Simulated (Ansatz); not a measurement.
TaAs under changes of volume

One of the cells (17.396 Å³/atom); the others are scaled copies at fixed shape and fractional positions:

```
Ta As
1.0
    -1.72181    1.72181    5.86794
     1.72181   -1.72181    5.86794
     1.72181    1.72181   -5.86794
Ta As
2 2
Direct
  0.49997 0.49997 0.00000
  0.24997 0.74997 0.50000
  0.08263 0.08263 0.00000
  0.83263 0.33263 0.50000
```

The cell is a database's computed one.

| Property | Result |
| --- | --- |
| Program | Ansatz 0.2.0 |
| Functional | LDA |
| Potentials or basis | all-electron LAPW, scalar-relativistic |
| Cutoff | 272 eV (chosen from the basis error) |
| Basis error allowed | 0.002 eV/atom |
| k mesh | 11 × 11 × 11 |
| Occupations | fermi-dirac, width 0.05 eV |
| Spin | no spin polarisation |

```tsv
volume (Å³/atom)	energy over the lowest point (meV/atom)	pressure (GPa)	largest force (eV/Å)
16.353	4.60	4.4	0.050
16.700	0.00	0.0	0.038
17.048	4.46	-4.0	0.027
17.396	17.03	-7.5	0.017
17.744	?	?	?
18.092	63.06	-13.5	0.000
18.440	95.10	-16.0	0.008
```

**Question.** What does the run at 17.744 Å³/atom give?

**Answer.** Energy over the lowest point 36.83 meV/atom; pressure -10.6 GPa; largest force 0.008 eV/Å.

Worked out: A Birch-Murnaghan fit of order 3 (a polynomial in V^(-2/3)) to the other rows has its minimum at 16.70 Å³/atom with B0 = V·E''(V) = 200 GPa and B' = 4.4 at fixed shape and positions, which overstates the stiffness. It gives 36.81 meV/atom at 17.744 Å³/atom, against the run's 36.83, and -dE/dV = -10.7 GPa, against -10.6.

Energies are extrapolated to zero smearing.

The runs don't all hold the same shells in valence.
